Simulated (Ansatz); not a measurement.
What does this script print? It uses Ansatz 0.2.0, Python API.

The script, `freq.py`:
```python
"""Vibrations of AlFH4OSi."""

import ansatz as az
from ase import Atoms
from ase.thermochemistry import IdealGasThermo
import numpy as np


def main() -> None:
    geometry_ang = [
        ("O", (-0.6231, 1.515, -0.9605)),
        ("Si", (0.2289, 0.8323, 0.2928)),
        ("Al", (0.2421, -1.5053, -0.0177)),
        ("F", (-0.5019, -2.2394, -1.4098)),
        ("H", (-1.595, 1.2276, -0.8541)),
        ("H", (-0.3884, 1.1705, 1.5867)),
        ("H", (1.6353, 1.3555, 0.2743)),
        ("H", (1.0943, -2.4132, 1.0324)),
    ]
    geometry = az.Crystal.molecule()
    for symbol, xyz in geometry_ang:
        geometry = geometry.atom(symbol, xyz)

    setup = (
        geometry.calculation()
        .basis(gaussian="6-31G*")
        .functional("pbe0")
    )
    symbols = [site.symbol for site in geometry.cartesian_sites]
    start = np.array([site.position_ang for site in geometry.cartesian_sites], dtype=float)
    def progress(event):
        if event["event"] == "relax_step":
            row = event["data"]
            print(f"step {row['step']:3d}  E = {row['lagrangian_ev']:.6f} eV  max force {row['allowed_force_max_ev_ang']:.4f} eV/A")


    data = setup.relax(force_tolerance=0.003, max_steps=100).session().plan().execute(on_event=progress).report
    end = np.array(data["positions_ang"])

    print("final positions (A) and the move of each atom")
    for symbol, xyz, old in zip(symbols, end, start):
        print(f"{symbol:2s} {xyz[0]:10.5f} {xyz[1]:10.5f} {xyz[2]:10.5f}   {np.linalg.norm(xyz - old):7.4f}")

    # same settings at the minimum
    minimum = az.Crystal.molecule()
    for symbol, xyz in zip(symbols, end):
        minimum = minimum.atom(symbol, xyz.tolist())
    vibrating = minimum.calculation().basis(gaussian="6-31G*").functional("pbe0").phonons(temperatures=(200, 600, 100))
    vib = vibrating.run(threads=1, backend="cpu").report["vibrations"]
    sums = vib["harmonic_sums"]
    modes = [m["omega_inv_cm"] for m in sums["modes_at_gamma"] if m["rigid_motion"] == "no"]
    for number, w in enumerate(modes, start=1):
        print(f"mode {number:2d} {w:9.1f} 1/cm {w / 8065.544 * 1000:8.2f} meV")
    print("imaginary modes:", sum(w < 0 for w in modes), " zero-point energy:", round(sums["zero_point_energy_ev"], 4), "eV")
    # rigid rotor and ideal gas, symmetry number taken as one
    gas = IdealGasThermo(vib_energies=[w / 8065.544 for w in modes if w > 0], geometry="linear" if len(modes) == 3 * len(symbols) - 5 else "nonlinear",
                         atoms=Atoms(symbols, positions=end), symmetrynumber=1, spin=0.0)
    print(f"H(298 K) - E = {gas.get_enthalpy(298.15, verbose=False):.4f} eV")
    print(f"S(298 K, 1 bar) = {96485.33 * gas.get_entropy(298.15, 1e5, verbose=False):.1f} J/(mol K) with symmetry number 1")

    # all hydrogen replaced by deuterium
    heavier = vibrating.phonons(masses={"H": 2.014102}).run(threads=1, backend="cpu").report["vibrations"]["harmonic_sums"]
    print("deuterated (1/cm):", " ".join(f"{m['omega_inv_cm']:.0f}" for m in heavier["modes_at_gamma"] if m["rigid_motion"] == "no"))
    print("zero-point energy falls by", round(sums["zero_point_energy_ev"] - heavier["zero_point_energy_ev"], 4), "eV")


if __name__ == "__main__":
    main()
```

Running `python freq.py` prints:
```text
step   1  E = -19293.332454 eV  max force 2.4249 eV/A
step   2  E = -19293.563233 eV  max force 1.2327 eV/A
step   3  E = -19293.603680 eV  max force 0.9834 eV/A
step   4  E = -19293.659338 eV  max force 0.4771 eV/A
step   5  E = -19293.672310 eV  max force 0.3278 eV/A
step   6  E = -19293.683015 eV  max force 0.0265 eV/A
step   7  E = -19293.658545 eV  max force 0.6023 eV/A
step   8  E = -19293.684098 eV  max force 0.0127 eV/A
step   9  E = -19293.684670 eV  max force 0.0757 eV/A
step  10  E = -19293.684980 eV  max force 0.0462 eV/A
step  11  E = -19293.685064 eV  max force 0.0260 eV/A
step  12  E = -19293.685254 eV  max force 0.0142 eV/A
step  13  E = -19293.685302 eV  max force 0.0046 eV/A
step  14  E = -19293.685328 eV  max force 0.0041 eV/A
step  15  E = -19293.685332 eV  max force 0.0015 eV/A
final positions (A) and the move of each atom
O    -0.58660    1.66347   -0.93081    0.1557
Si    0.16565    0.86008    0.33020    0.0786
Al    0.31273   -1.57886    0.01395    0.1068
F    -0.79484   -2.30305   -0.99340    0.5131
H    -1.41029    1.26815   -1.23800    0.4279
H    -0.48857    1.14839    1.64974    0.1204
H     1.53200    1.44899    0.41144    0.1955
H     1.36212   -2.56418    0.70098    0.4521
mode  1      49.8 1/cm     6.17 meV
mode  2      84.6 1/cm    10.49 meV
mode  3     230.6 1/cm    28.59 meV
mode  4     237.9 1/cm    29.50 meV
mode  5     355.5 1/cm    44.08 meV
mode  6     369.1 1/cm    45.77 meV
mode  7     505.8 1/cm    62.71 meV
mode  8     671.4 1/cm    83.24 meV
mode  9     729.9 1/cm    90.50 meV
mode 10     823.5 1/cm   102.10 meV
mode 11     846.5 1/cm   104.95 meV
mode 12     883.2 1/cm   109.50 meV
mode 13     938.3 1/cm   116.33 meV
mode 14     949.0 1/cm   117.66 meV
mode 15    1931.8 1/cm   239.51 meV
mode 16    2192.3 1/cm   271.81 meV
mode 17    2254.7 1/cm   279.54 meV
mode 18    3871.3 1/cm   479.98 meV
imaginary modes: 0  zero-point energy: 1.1112 eV
H(298 K) - E = 1.3241 eV
S(298 K, 1 bar) = 346.6 J/(mol K) with symmetry number 1
deuterated (1/cm): 44 80 175 213 280 340 405 505 529 635 674 708 842 865 1392 1575 1623 2819
zero-point energy falls by 0.2616 eV
```

Total energies depend on the basis set; only differences at equal settings carry meaning. The frequencies are harmonic and unscaled, in a modest basis. The result belongs to the one conformer reached from this start, and soft torsions count as harmonic oscillators. The entropy takes a symmetry number of 1; a symmetric molecule's is lower by R ln(sigma). The whole script took 4.3 min on 1 thread of Arm Neoverse V1 (shared host), peak memory 0.29 GiB.

(A comment or docstring line of the script was reworded after the run, the code is as it ran; lines on the test bed's own set-up are left out of the output.)
